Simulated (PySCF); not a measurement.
# C12H8O2S: the cost of one run

The runs use PySCF 2.14.0, with density-fitted response routines of our own; the level of theory stands in each step. All values are computed, except where a source is named. Atoms count from 0, in the outputs and in this text.

### Step 1. The starting structure

23 atoms, charge 0, multiplicity 1; geometry from: GFN2-xTB.

Bonds of the start (Å): O0–S1 1.44, S1–O2 1.44, S1–C3 1.80, C3–C4 1.37, C4–C5 1.39, C5–C6 1.39, C6–C7 1.39, C7–C8 1.39, C8–C9 1.46, C9–C10 1.39, C10–C11 1.39, C11–C12 1.39, C12–C13 1.39, C13–C14 1.37, C14–S1 1.80, C8–C3 1.39, C14–C9 1.39, C4–H15 1.08, C5–H16 1.08, C6–H17 1.08, C7–H18 1.08, C10–H19 1.08, C11–H20 1.08, C12–H21 1.08, C13–H22 1.08.

### Step 2. Geometry optimisation at PBE0-D3(BJ)/def2-SVP

The job: settings as JSON, then the geometry in Å.

```
{"job": {"xc": "PBE0", "basis": "def2-SVP", "d3": "d3bj", "grid": 1, "kind": "geom"}, "charge": 0, "multiplicity": 1}
O     -0.187030     2.278970    -1.241300
S     -0.112420     1.542900    -0.008880
O     -0.142700     2.295990     1.215560
C     -1.318630     0.212590     0.021450
C     -2.688690     0.313170     0.043090
C     -3.436450    -0.857910     0.063290
C     -2.800890    -2.090090     0.059930
C     -1.417930    -2.180350     0.037880
C     -0.660360    -1.014740     0.018060
C      0.799060    -0.909690    -0.007240
C      1.715970    -1.954770    -0.014610
C      3.071700    -1.667380    -0.038790
C      3.524010    -0.356920    -0.056450
C      2.616030     0.694980    -0.048760
C      1.274540     0.399230    -0.024900
H     -3.158740     1.283710     0.044260
H     -4.514260    -0.807720     0.081160
H     -3.391110    -2.994310     0.075030
H     -0.938240    -3.146900     0.035700
H      1.379830    -2.980030    -0.001220
H      3.785500    -2.477740    -0.044240
H      4.583490    -0.152900    -0.075760
H      2.942050     1.722820    -0.061170
```

Q: Estimate the wall time of this first job on 8 threads of AMD EPYC 7R43 (Zen 3), shared host.

About 2.3 min.
